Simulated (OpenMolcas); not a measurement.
**Ni²⁺ among point charges: CASSCF and CASPT2 levels and susceptibility**

How does a field of 6 point charges split the states of Ni²⁺, and what χT follows?

Program: OpenMolcas 26.06. Level of theory: state-averaged CASSCF and CASPT2, spin-orbit coupling by RASSI with atomic mean-field integrals. These are calculated values, not measurements, unless marked.

### Step 1. Starting point

| Quantity | Value |
| --- | --- |
| Species | Ni²⁺ (nickel, Z = 28, 26 electrons) |
| Basis | ANO-RCC-VDZP [5s4p2d1f], 34 functions |
| Scalar Hamiltonian | DKH2, point nucleus |
| Inactive shells | 1s 2s 2p 3s 3p |
| Active space | 8 electrons in 5 orbitals (3d) |
| Some configurations of this space | 3d⁸ |
| Orbitals | optimised for each spin and parity, averaged over all roots |

The outer shells:

3d8
```
3d [↑↓][↑↓][↑↓][↑ ][↑ ]
```

The ion sits among 6 point charges of -2 e arranged as an octahedron (Oh), 2.21 Å from the ion.

The work runs as a chain of OpenMolcas steps in one folder; each step below is one input file. Labels, J, g values, rates, χT and fits are worked out afterwards by a script from the matrices that RASSI stores. The input lists half of the charges; inversion (Group=XYZ) makes the rest.

### Step 2. GATEWAY and SEWARD: basis and integrals

Contents of a.inp:

```
&GATEWAY
Coord
1

Ni 0.0 0.0 0.0
Basis=ANO-RCC-VDZP
Group=XYZ
NoMove
AngMom=0.0 0.0 0.0
AMFI
XField
3 Angstrom 0
2.210000 0.000000 0.000000 -2.000000
0.000000 2.210000 0.000000 -2.000000
0.000000 0.000000 2.210000 -2.000000
&SEWARD
```

On the command line:

```bash
> OMP_NUM_THREADS=1 MOLCAS_MEM=1689 MOLCAS_PROJECT=a pymolcas a.inp > a.log
```

### Step 3. Reference wave functions, triplets of even parity, 10 roots

Contents of a.inp:

```
&RASSCF
FileOrb=start.orb
Symmetry=1
Spin=3
nActEl=8 0 0
Inactive=3 6
Ras2=5 0
CIRoot=10 10 1
SDav=10
CIMx=300
Iter=120 100
PrWF=0.3
OrbListing=Nothing
MaxOrb=0
>>> COPY $Project.JobIph JOB001
```

start.orb holds the contracted functions of the basis, ordered by shell, or the orbitals of the step before.

### Step 4. Reference wave functions, singlets of even parity, 15 roots

Contents of a.inp:

```
&RASSCF
FileOrb=start.orb
Symmetry=1
Spin=1
nActEl=8 0 0
Inactive=3 6
Ras2=5 0
CIRoot=15 15 1
SDav=15
CIMx=300
Iter=120 100
PrWF=0.3
OrbListing=Nothing
MaxOrb=0
>>> COPY $Project.JobIph JOB002
```

### Step 5. RASSI: spin-orbit coupling between the states

Contents of a.inp:

```
&RASSI
NrOfJobIphs=2 10 15
1 2 3 4 5 6 7 8 9 10
1 2 3 4 5 6 7 8 9 10 11 12 13 14 15
IphNames
JOB001
JOB002
EJob
SpinOrbit
DIPRint=1.0
SOCoupling=1000.0
Subsets=2
Property=9
'ANGMOM' 1 'ANGMOM' 2 'ANGMOM' 3 'MLTPL  1' 1 'MLTPL  1' 2 'MLTPL  1' 3
'AMFI' 1 'AMFI' 2 'AMFI' 3
SOProperty=3
'ANGMOM' 1 'ANGMOM' 2 'ANGMOM' 3
```

### Step 6. CASPT2: IPEA 0.25, imaginary shift 0.1 (closed shells correlated: 3s 3p)

Contents of a.inp:

```
>>> COPY JOB001 $Project.JobIph
&CASPT2
Multistate=10 1 2 3 4 5 6 7 8 9 10
NoMult
Frozen=2 3
IPEA=0.25
Imaginary=0.1
MaxIter=60
WThr=0.0 0.3 0.05
PrWF=0.5
NoMix
>>> COPY JOB002 $Project.JobIph
&CASPT2
Multistate=15 1 2 3 4 5 6 7 8 9 10 11 12 13 14 15
NoMult
Frozen=2 3
IPEA=0.25
Imaginary=0.1
MaxIter=60
WThr=0.0 0.3 0.05
PrWF=0.5
NoMix
```

(Steps that only read results are left out.)

Q: Predict the outcome of this session. Wanted: spin-free ground state; first state of the same spin within the active space; lowest level; next level.

**Answer**, as computed:

| quantity | value |
| --- | --- |
| method | SS-CASPT2, IPEA 0.25, imaginary shift 0.1 (closed shells correlated: 3s 3p) |
| spin-free ground state | 3A2, 1-fold in its orbital part |
| first state of the same spin within the active space | 3T2 at 2890 cm⁻¹ |
| lowest level | 3-fold T2 |
| next level | 2656.1 cm⁻¹ |
| χT at 300 K | 2.06 cm³ K/mol |
| effective moment at 300 K | 4.06 μB |

Cost by method:

| method | time of its own steps | time with the reference |
| --- | --- | --- |
| A. CASSCF | 12 s | 12 s |
| B. SS-CASPT2, IPEA 0.25, imaginary shift 0.1, +3s 3p | 3.9 s | 16 s |

Times are of one thread on a shared host.

What this shows: The spin-free ground state (3A2) comes to 100 % from free-ion F terms and keeps the highest spin of the shell. χT at 300 K is 2.06, against 1.00 cm³ K/mol for the spin alone, so orbital moment adds to it. CASPT2 does not keep the components of a term degenerate, and the means are used. The field of point charges can differ much from that of real complexes. This is an electrostatic model: the charges have no orbitals.
